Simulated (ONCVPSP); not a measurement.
# An ONCV potential for thulium, from input to tests

Task: generate the file, and judge it by its errors in other configurations, its logarithmic derivatives, its ghosts and its cutoff.

Program: ONCVPSP 4.0.1. Reference atom: PBE, scalar-relativistic, spherical and spin-unpolarised. All values are calculated.

## Step 1: Starting point

The settings as typed:

```
element                 : thulium (Tm, Z = 69)
type                    : optimised norm-conserving Vanderbilt (ONCV)
frozen core             : [Kr] 4d10 4f13
valence charge          : 10
reference configuration : 5s2 5p6 6s2
partial waves           : 5s+6s: rc 1.80 bohr, ncon 4, nbas 7, qcut 7.5 1/bohr, 2 projectors; 5p: rc 2.20 bohr, ncon 3, nbas 7, qcut 5.6 1/bohr, 3 projectors, debl 0.6 Ha; d scattering state at 0.43 Ha: rc 1.85 bohr, ncon 5, nbas 8, qcut 5 1/bohr, 3 projectors, debl 0.7 Ha
local potential         : polynomial inside 1.25 bohr (lpopt 2, dvloc0 6 Ha)
core correction         : Teter function, fcfact 3, rcfact 1.65
```

An earlier all-electron run gives the scale for the radii.

All-electron outer shells of the reference configuration (PBE, scalar-relativistic, ld1.x):

| shell | level (eV) | outermost node (bohr) | outermost maximum (bohr) |
| --- | --- | --- | --- |
| 5p | -26.90 | 0.63 | 1.26 |
| 6s | -3.87 | 1.49 | 3.33 |
| 4f | -3.09 | – | 0.50 |
| 6p | -1.12 | 1.84 | 4.67 |
| 5d | -0.79 | 0.72 | 2.12 |

## Step 2: Generating the potential

Tm.dat

```
# ATOM AND REFERENCE CONFIGURATION
# atsym  z   nc   nv     iexc    psfile
  Tm 69.00   10    3        4      upf
#
#   n    l    f
    1    0    2.00
    2    0    2.00
    2    1    6.00
    3    0    2.00
    3    1    6.00
    3    2   10.00
    4    0    2.00
    4    1    6.00
    4    2   10.00
    4    3   13.00
    5    0    2.00
    5    1    6.00
    6    0    2.00
#
# PSEUDOPOTENTIAL AND OPTIMIZATION
# lmax
    2
#
#   l,   rc,      ep,       ncon, nbas, qcut
    0    1.80    0.00    4    7    7.50
    1    2.20    0.00    3    7    5.60
    2    1.85    0.43    5    8    5.00
#
# LOCAL POTENTIAL
# lloc, lpopt,  rc(5),   dvloc0
    4    2    1.25    6.00
#
# VANDERBILT-KLEINMAN-BYLANDER PROJECTORs
# l, nproj, debl
    0    2    2.70
    1    3    0.60
    2    3    0.70
#
# MODEL CORE CHARGE
# icmod, fcfact, rcfact
    3    3.00    1.65
#
# LOG DERIVATIVE ANALYSIS
# epsh1, epsh2, depsh
   -3.00    5.00    0.02
#
# OUTPUT GRID
# rlmax, drl
    6.00    0.01
#
# TEST CONFIGURATIONS
# ncnf
    4
# nvcnf
#   n    l    f
    3
    5    0    2.00
    5    1    6.00
    6    0    1.00
#
    3
    5    0    2.00
    5    1    6.00
    6    0    0.00
#
    3
    5    0    2.00
    5    1    6.00
    6    0    1.50
#
    4
    5    0    2.00
    5    1    6.00
    6    0    1.00
    6    1    1.00
#
```

Launch:

```
$ oncvpsp.x < Tm.dat > Tm.out
```

**Question.** What will these runs give? Wanted: cutoffs for 1 and 0.1 mHa per electron, occupied waves; bound ghosts; GHOST(+) flags; largest phase difference near zero energy, channels read; rms error of d²Exc/dn², without and with the model core; projector energies reset by the program.

As calculated:

```
                                                quantity                                                  value
  cutoffs for 1 and 0.1 mHa per electron, occupied waves                                        19 Ha and 22 Ha
                                            bound ghosts                                        d at -148.93 eV
                                          GHOST(+) flags                                           d at 1325 eV
largest phase difference near zero energy, channels read                                              0.000 rad
 rms error of d²Exc/dn², without and with the model core                                      8.39 and 0.78 mHa
                 projector energies reset by the program  p: -0.989, 0.250, 0.850 Ha; d: 0.050, 0.750, 1.450 Ha
```

In words: A bound ghost (d) makes it unfit for use: electrons can fall into a state that the atom doesn't have. By its cutoff, 19 Ha for the looser tolerance, it is of middling hardness. At the looser tolerance the 5s wave is the slowest; 6s needs 16 Ha. Near zero energy the phases of the channels with partial waves agree within 0.001 rad. The program also flags highly localised states, GHOST(+) (d). Note that the frozen 4f shell (-3 eV) lies higher than the valence 5s shell (-53 eV). These are tests on the free atom; a crystal test is still owed.
